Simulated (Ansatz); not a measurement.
# Cr2B: further runs on the relaxed cell

One table from this session's results is given with a row withheld; the runs are named, their logs left out.

Method: DFT r2SCAN, scalar-relativistic, plane waves, PAW, in Ansatz 0.2.0.

2 further runs of the same task are left out: 2 set aside as unsound or not needed.

## The structure to begin with

It takes space group I4/mcm (No. 140, tetragonal). Conventional cell: a = 5.109 Å, b = 5.109 Å, c = 4.244 Å, α = 90.00°, β = 90.00°, γ = 90.00°. Cr (site symmetry m2m) is surrounded by 4 B at 2.18 Å and 3 Cr at 2.40 to 2.44 Å. Around B (site symmetry 422) lie 2 B at 2.12 Å and 8 Cr at 2.18 Å.

Coordinates:

```
CELL_PARAMETERS angstrom
-2.55452 2.55452 2.12201
2.55452 -2.55452 2.12201
2.55452 2.55452 -2.12201
ATOMIC_POSITIONS crystal
Cr 0.66604 0.16604 0.83209
Cr 0.16604 0.33396 0.50000
Cr 0.33396 0.83396 0.16791
Cr 0.83396 0.66604 0.50000
B 0.25000 0.25000 0.00000
B 0.75000 0.75000 0.00000
```

It is the result of an earlier relaxation at this level (volume 9.23 Å³/atom; gap on the mesh: none (metal)).

The first run:

File input.yaml:

```yaml
crystal:
  lattice:
    - [-2.5287146965, 2.5287146965, 2.1005694439]
    - [2.5287146965, -2.5287146965, 2.1005694439]
    - [2.5287146965, 2.5287146965, -2.1005694439]
  atoms:
    - { symbol: Cr, position: [0.6660442689, 0.1660442689, 0.8320885377] }
    - { symbol: Cr, position: [0.1660442689, 0.3339557311, 0.5] }
    - { symbol: Cr, position: [0.3339557311, 0.8339557311, 0.1679114623] }
    - { symbol: Cr, position: [0.8339557311, 0.6660442689, 0.5] }
    - { symbol: B, position: [0.25, 0.25, 0.0] }
    - { symbol: B, position: [0.75, 0.75, 0.0] }
basis:
  ecutwfc: 500
kpoints:
  mp_grid: { grid: [12, 12, 12] }
hamiltonian:
  xc: r2scan
scf:
  occupations: { method: gaussian, width: 0.1 }
output:
  forces: true
  stress: true
  eigenvalues: true
relax:
  adjacent_minimum: "off"
  f_tol: 0.01
  max_steps: 30
  cell: { stress_tol: 0.1, fix: [volume] }
```

The run is started by

```console
$ ansatz run input.yaml --threads 2 --pin off --max-ram 5120MiB --backend cpu --events-out ev --progress --plain --runs-dir out
```

Among the steps run: Point at V/V0 = 0.97; Point at V/V0 = 1.03; The cell scaled to 0.94 of its volume; Point at V/V0 = 1.06; Point at V/V0 = 0.91; Point at V/V0 = 1.10; Volume × 0.88.

One of the session's tables, all rows but one given; the rest of the session is left out.

It belongs to the step «Equation of state». 

| volume (Å³/atom) | energy above the lowest point (meV/atom) | pressure (GPa) |
| --- | --- | --- |
| 8.124 | 160.8 | 51.86 |
| 8.401 | 85.5 | 35.75 |
| 8.678 | 35.9 | 21.96 |
| 8.955 | 8.5 | 10.13 |
| 9.232 | 0.0 | -0.01 |
| 9.508 | 7.8 | -8.69 |
| 9.785 | ? | ? |
| 10.155 | 76.5 | -24.38 |

Estimate the missing values for volume (Å³/atom) = 9.785.

Worked estimate for «energy above the lowest point (meV/atom)». A straight line through the neighbours (9.508, 7.8) and (10.155, 76.5) gives 7.8 + (76.5 − 7.8) × (9.785 − 9.508) / (10.155 − 9.508) = 37.2; a parabola fitted to 3 rows on both sides gives 28.6.

As computed: energy above the lowest point (meV/atom): 29.4; pressure (GPa): -16.13. In «energy above the lowest point (meV/atom)» the line misses by +7.8 and the parabola by -0.8.

To keep in mind: The final runs have no spin polarisation, so no magnetic state was tried and one may lie lower.
